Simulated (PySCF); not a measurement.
**ZnBr−: from the state search to spectroscopic constants**

An exercise on one series of results from a longer session: the logs are not shown, and one member is left open.

Method: Zn def2-TZVPPD, Br def2-TZVPPD, no relativity; program: PySCF 2.14.0.

1 further run of the same task is left out (set aside as unsound or not needed).

The first run:

The job is set up so:

```yaml
atoms: Zn, Br
charge: -1
basis: Zn def2-TZVPPD, Br def2-TZVPPD
Hamiltonian: no relativity
basis_functions: 124
electrons_treated: 66
masses_in_u: 63.9291, 78.9183
levels: PBE0, PBE, r²SCAN, LDA, r²SCANh, BP86, BHandHLYP, M06-2X, ωB97M-V, HF, MP2, SCS-MP2, CCSD, CCSD(T)
grid: 80 radial by 434 angular points
occupations: held fixed by the projection of orbital angular momentum
dissociation_limit: Zn + Br−, each in its ground configuration
starting_distance_in_angstrom: 2.405
values_of_2S_to_try: 0, 2
```

Launch:

```sh
$ OMP_NUM_THREADS=2 python dia.py task.json out
```

Steps of the session up to this table: The job; First curve: PBE0; PBE; r²SCAN (meta-GGA); LDA (local density); r²SCANh; BP86 (GGA); BHandHLYP (global hybrid GGA); M06-2X; ωB97M-V (range-separated hybrid); RHF (mean field); Correlated methods on the Hartree–Fock reference.

One table of the session follows, with a row left open; its other results are not shown here.

It belongs to the step «The curves together». Energy (eV) from each level's lowest point:

```
R (Å)    RHF  RHF-MP2  RHF-SCS-MP2  RHF-CCSD  RHF-CCSD(T)
2.334  0.350    0.227        0.268       n/a          n/a
2.443  0.174    0.094        0.120     0.119        0.109
2.551  0.073    0.027        0.041     0.039        0.034
2.633  0.031    0.005        0.012     0.011        0.008
2.714  0.009    0.000        0.000     0.000        0.000
2.795  0.000    0.006        0.001     0.002        0.004
2.904  0.002    0.027        0.014     0.017        0.023
3.040      ?        ?            ?         ?            ?
3.203  0.049    0.113        0.087     0.094        0.108
3.420  0.095    0.180        0.146       n/a          n/a
```

Q: Estimate the row for R (Å) = 3.040 from the others.

Worked estimate for «RHF». A straight line through the neighbours (2.904, 0.002) and (3.203, 0.049) gives 0.002 + (0.049 − 0.002) × (3.040 − 2.904) / (3.203 − 2.904) = 0.023; a parabola fitted to 4 rows on both sides gives 0.020.

The run gave: RHF: 0.019; RHF-MP2: 0.063; RHF-SCS-MP2: 0.044; RHF-CCSD: 0.049; RHF-CCSD(T): 0.059. In «RHF» the line misses by +0.004 and the parabola by +0.001.
